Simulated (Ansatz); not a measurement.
**VC (quartet): wave-function methods side by side, def2-SVP**

The task here is to estimate one member of a computed series from the others.

Method: def2-SVP, core rule «outside noble gas», up to 10 orbitals frozen; program: Ansatz 0.2.0, Gaussian basis.

Plan: UHF; CCSD(T) on ROHF; CCSD(T) on UHF; CISD as a restricted active space (open shells left free, so some higher excitations enter); CCSDT(Q) on ROHF; CCSDT(Q) on UHF; CCSDTQ on ROHF.

13 further runs of the same task are left out: 8 for a known fault of the program, 5 set aside as unsound or not needed. Runs told in other sessions of the task aren't counted.

**The system**

The geometry is a PBE0/def2-TZVP stationary point (not a proven minimum) of the parent state, kept for this charge and spin.

2 atoms, charge 0, spin multiplicity 4.

Atoms are counted from 1 here; the program's logs count them from 0.

Bond lengths: V1–C2 1.572 Å.

Coordinates:

```xyz
2

V     0.0000    0.0000    0.0000
C     0.0000    0.0000    1.5716
```

The first run:

File in.yaml:

```yaml
crystal:
  periodic: [false, false, false]
  atoms:
    - {symbol: V, position_ang: [0.000000, 0.000000, 0.000000]}
    - {symbol: C, position_ang: [0.000000, 0.000000, 1.571600]}
basis:
  gaussian: {orbitals: def2-SVP}
magnetization: {spin_polarized: true, initial_magnetization: 3}
hamiltonian: {xc: hf}
output: {orbitals: {seedname: orbitals}}
```

Started as:

```console
> ansatz run in.yaml --threads 1 --pin off --events-out ev --progress --plain --max-ram 2816MiB --backend cpu
```

Among the steps run: UHF; CCSD(T) on ROHF; CCSD(T) on UHF; CISD as a restricted active space (open shells left free, so some higher excitations enter); CCSDT(Q) on ROHF; CCSDT(Q) on UHF; CCSDTQ on ROHF.

One table of the session follows, with a row left open; its other results are not shown here.

It belongs to the step «Misses and costs». 

```
   method  from RCCSDTQ (kJ/mol)
     ROHF                 +796.9
      UHF                 +652.0
     RMP2                  +39.8
     UMP2                 +229.9
    RCCSD                  +66.2
    UCCSD                  +50.9
 RCCSD(T)                  +10.4
 UCCSD(T)                  +13.4
   RCCSDT                   +7.7
   UCCSDT                   +3.8
RCCSDT(Q)                   -0.8
UCCSDT(Q)                      ?
  RCCSDTQ                      0
```

Q: Estimate the row for UCCSDT(Q) from the others.

The run gave: from RCCSDTQ (kJ/mol): -5.6. In the column «from RCCSDTQ (kJ/mol)» it is the lowest.

Caveats from the session: The determinant of HF (⟨S²⟩ 4.93) is far from a pure spin state, so its energy mixes those of several spin states; that is harmless only where they are near-degenerate. The determinant of CCSD(T) (⟨S²⟩ 4.93) is far from a pure spin state, so its energy mixes those of several spin states; high orders of coupled cluster remove much of that, low ones don't. The determinant of CCSDT(Q) (⟨S²⟩ 4.93) is far from a pure spin state, so its energy mixes those of several spin states; high orders of coupled cluster remove much of that, low ones don't. The program flags RCCSD(T), UCCSD(T) as in doubt, so read those rows with care; the flags are large difference. Restricted and unrestricted rows rest on different reference determinants; a gap between their highest levels can come from leftover correlation error, from unlike frozen cores or from another state.
